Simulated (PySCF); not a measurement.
# C6H15BrSn (SnEt3Br): the cost of one run

Programs: PySCF 2.14.0, with density-fitted response routines of our own. Each step states its level of theory. These are calculated values for one molecule in the gas phase, unless marked as measured. Atoms count from 0, in the outputs and in this text.

**1. The starting structure**

23 atoms, charge 0, multiplicity 1; geometry from: GFN2-xTB. The atoms were then displaced at random by about 0.03 Å, so the start is not that level's minimum.

Bonds of the start (Å): Sn0–C1 2.25, Sn0–C8 2.17, Sn0–C15 2.37, Sn0–Br22 2.47, C1–C2 1.49, C1–H3 0.98, C1–H4 1.08, C2–H5 1.10, C2–H6 1.03, C2–H7 1.19, C8–C9 1.54, C8–H10 1.09, C8–H11 1.08, C9–H12 1.03, C9–H13 1.10, C9–H14 1.08, C15–C16 1.50, C15–H17 1.09, C15–H18 1.02, C16–H19 1.11, C16–H20 1.14, C16–H21 1.06.

**2. Relaxing the molecule at PBE0-D3(BJ)/def2-SVP**

The job: settings as JSON, then the geometry in Å.

```
{"job": {"xc": "PBE0", "basis": "def2-SVP", "d3": "d3bj", "grid": 1, "maxiter": 40, "shake": 0.03, "kind": "geom"}, "charge": 0, "multiplicity": 1}
Sn     0.043900    -0.103860     0.033440
C     -0.354300    -0.151080     2.245650
C      0.010050    -1.471950     2.823900
H     -1.295890     0.058660     2.412650
H      0.221410     0.658870     2.662180
H     -0.146910    -1.450400     3.912910
H     -0.456250    -2.291110     2.401730
H      1.179670    -1.635140     2.695950
C      2.096740    -0.376430    -0.604370
C      2.216020    -0.576130    -2.129320
H      2.416230    -1.295410    -0.115820
H      2.717080     0.451860    -0.298920
H      3.175850    -0.748930    -2.450520
H      1.564040    -1.391140    -2.486760
H      1.905270     0.298220    -2.689120
C     -1.088670     1.704950    -1.005660
C     -2.587660     1.576360    -0.987080
H     -0.761840     1.678860    -2.040470
H     -0.761700     2.561670    -0.549290
H     -3.119610     2.394140    -1.508870
H     -2.978120     0.619270    -1.471830
H     -2.938240     1.508700     0.015180
Br    -1.199810    -2.030350    -0.887300
```

Launch:

```bash
$ OMP_NUM_THREADS=1 python probes_run.py task.json out
```

This one command runs all jobs of the session in turn.

**Question.** How long does this first job take on 1 thread of Arm Neoverse V1, shared host, and how much memory does it need?

About 6.2 min, with a peak of 1.2 GiB.
